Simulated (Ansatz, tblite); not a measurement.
# Ge(OAc)2H2 (C4H8GeO4): a ladder of methods and basis sets

One table from this session's results is given with a row withheld; the runs are named, their logs left out.

The runs use Ansatz 0.2.0, Gaussian basis; as each input shows.

The runs, in order: GFN1-xTB, GFN2-xTB, PBE-D4/def2-TZVP, r2SCAN-D4/def2-TZVP, BLYP-D4/def2-TZVP, B3LYP-D4/def2-TZVP, revPBE-D4/def2-TZVP, PBE-D4/def2-SVP, PBE0-D4/def2-SVP, HF/STO-3G, HF/6-31G, B3LYP-D4/6-31G, CCSD(T)/def2-SVP, MP2/def2-TZVP, RPA/def2-TZVP.

2 further runs of the same task are left out: 2 set aside as unsound or not needed.

### The geometry

The geometry is that of the singlet, from an earlier relaxation (r2SCAN-D4/def2-SVP).

17 atoms, charge 0, spin multiplicity 1.

Bond lengths: Ge1–O2 1.854 Å, Ge1–O9 1.853 Å, Ge1–H16 1.518 Å, Ge1–H17 1.518 Å, O2–C3 1.328 Å, C3–C4 1.499 Å, C3–O5 1.223 Å, C4–H6 1.096 Å, C4–H7 1.101 Å, C4–H8 1.100 Å, O9–C10 1.328 Å, C10–C11 1.499 Å, C10–O12 1.223 Å, C11–H13 1.096 Å, C11–H14 1.101 Å, C11–H15 1.100 Å. Angles: O2–Ge1–O9 92.0°, O2–Ge1–H16 109.1°, O2–Ge1–H17 109.1°, O9–Ge1–H16 109.1°, O9–Ge1–H17 109.1°, H16–Ge1–H17 123.7°, Ge1–O2–C3 107.3°, O2–C3–C4 114.5°, O2–C3–O5 120.4°, C4–C3–O5 125.1°, C3–C4–H6 110.2°, C3–C4–H7 109.4°, C3–C4–H8 109.6°, H6–C4–H7 110.2°, H6–C4–H8 110.5°, H7–C4–H8 106.8°, Ge1–O9–C10 107.3°, O9–C10–C11 114.5° and more.

Geometry (Å):

```tsv
atom	x (Å)	y (Å)	z (Å)
Ge1	-0.72376	-0.00115	-0.51445
O2	-0.44634	-0.02340	1.31807
C3	-1.64118	-0.04699	1.89753
C4	-1.60520	-0.06306	3.39552
O5	-2.65898	-0.05120	1.21907
H6	-2.62320	-0.11224	3.79797
H7	-1.09595	0.84261	3.75847
H8	-1.01239	-0.92271	3.74195
O9	1.09800	0.02560	-0.85492
C10	1.25246	0.04545	-2.17390
C11	2.67903	0.06460	-2.63225
O12	0.27719	0.04511	-2.91218
H13	2.72451	0.09905	-3.72653
H14	3.19615	-0.83152	-2.25715
H15	3.19410	0.93486	-2.19873
H16	-1.32395	1.33594	-0.91009
H17	-1.29048	-1.34094	-0.94839
```

PBE0-D4/def2-TZVP was run before; its log isn't repeated, and its numbers join the tables.

Set-up of the first run:

Tight binding, by tblite at 300 K electronic temperature and without a spin-polarisation term:

```python
tblite.interface.Calculator('GFN1-xTB', numbers, positions, charge=0, uhf=0).singlepoint()
```

Tight binding, by tblite at 300 K electronic temperature and without a spin-polarisation term:

```python
tblite.interface.Calculator('GFN2-xTB', numbers, positions, charge=0, uhf=0).singlepoint()
```

start.molden holds the orbitals of an earlier run on this state, given as this run's starting guess.

in.yaml reads:

```yaml
crystal:
  periodic: [false, false, false]
  atoms:
    - {symbol: Ge, position_ang: [-0.723758, -0.001152, -0.514453]}
    - {symbol: O, position_ang: [-0.446341, -0.023403, 1.318071]}
    - {symbol: C, position_ang: [-1.641178, -0.046989, 1.897528]}
    - {symbol: C, position_ang: [-1.605198, -0.063063, 3.395524]}
    - {symbol: O, position_ang: [-2.658981, -0.051197, 1.219074]}
    - {symbol: H, position_ang: [-2.623203, -0.112236, 3.797973]}
    - {symbol: H, position_ang: [-1.095952, 0.842614, 3.758466]}
    - {symbol: H, position_ang: [-1.012389, -0.922715, 3.741948]}
    - {symbol: O, position_ang: [1.097998, 0.025597, -0.854924]}
    - {symbol: C, position_ang: [1.252461, 0.045447, -2.173905]}
    - {symbol: C, position_ang: [2.679025, 0.064601, -2.632245]}
    - {symbol: O, position_ang: [0.277186, 0.045107, -2.912176]}
    - {symbol: H, position_ang: [2.724507, 0.099053, -3.726526]}
    - {symbol: H, position_ang: [3.196148, -0.831515, -2.257146]}
    - {symbol: H, position_ang: [3.194099, 0.934862, -2.198729]}
    - {symbol: H, position_ang: [-1.323949, 1.335938, -0.910093]}
    - {symbol: H, position_ang: [-1.290476, -1.340940, -0.948386]}
basis:
  gaussian: {orbitals: def2-TZVP, initial_orbitals: start.molden}
hamiltonian: {xc: pbe, dispersion: d4}
scf: {omitted_lower_state_checks: [starts]}
output: {orbitals: {seedname: orbitals}}
```

The run is started by

```bash
$ ansatz run in.yaml --threads 2 --pin off --events-out ev --progress --plain --max-ram 22528MiB --backend cuda --devices 0, --max-vram 18GiB
```

Among the steps run: PBE-D4/def2-TZVP; r2SCAN-D4/def2-TZVP; BLYP-D4/def2-TZVP; B3LYP-D4/def2-TZVP; revPBE-D4/def2-TZVP; PBE-D4/def2-SVP; PBE0-D4/def2-SVP; HF/STO-3G; HF/6-31G; B3LYP-D4/6-31G; CCSD(T)/def2-SVP; MP2/def2-TZVP; RPA/def2-TZVP.

One of the session's tables, all rows but one given; the rest of the session is left out.

```
             method  binding an atom (eV)
          HF/STO-3G                 3.335
           HF/6-31G                 2.669
        HF/def2-SVP                     ?
       HF/def2-TZVP                 3.017
    PBE-D4/def2-SVP                 4.512
   PBE-D4/def2-TZVP                 4.456
revPBE-D4/def2-TZVP                 4.325
  BLYP-D4/def2-TZVP                 4.330
r2SCAN-D4/def2-TZVP                 4.346
     B3LYP-D4/6-31G                 4.091
 B3LYP-D4/def2-TZVP                 4.301
   PBE0-D4/def2-SVP                 4.378
  PBE0-D4/def2-TZVP                 4.329
       MP2/def2-SVP                 4.209
      MP2/def2-TZVP                 4.294
      CCSD/def2-SVP                 4.052
   CCSD(T)/def2-SVP                 4.112
```

**Question.** Estimate the row for HF/def2-SVP.

**Answer.** binding an atom (eV): 3.065. In the column «binding an atom (eV)» it lies between HF/def2-TZVP (3.017) and HF/STO-3G (3.335).

Some runs used a GPU and others CPU threads alone, so the times don't compare the methods' cost.

To keep in mind: Free atoms were run apart at each level; binding is atoms less cluster, divided by the number of atoms, without zero-point or spin-orbit terms. The yardstick is in a double-zeta basis, so levels in larger sets aren't compared like for like. CCSD(T)/def2-SVP isn't at the basis-set limit; small misses against it rank nothing.
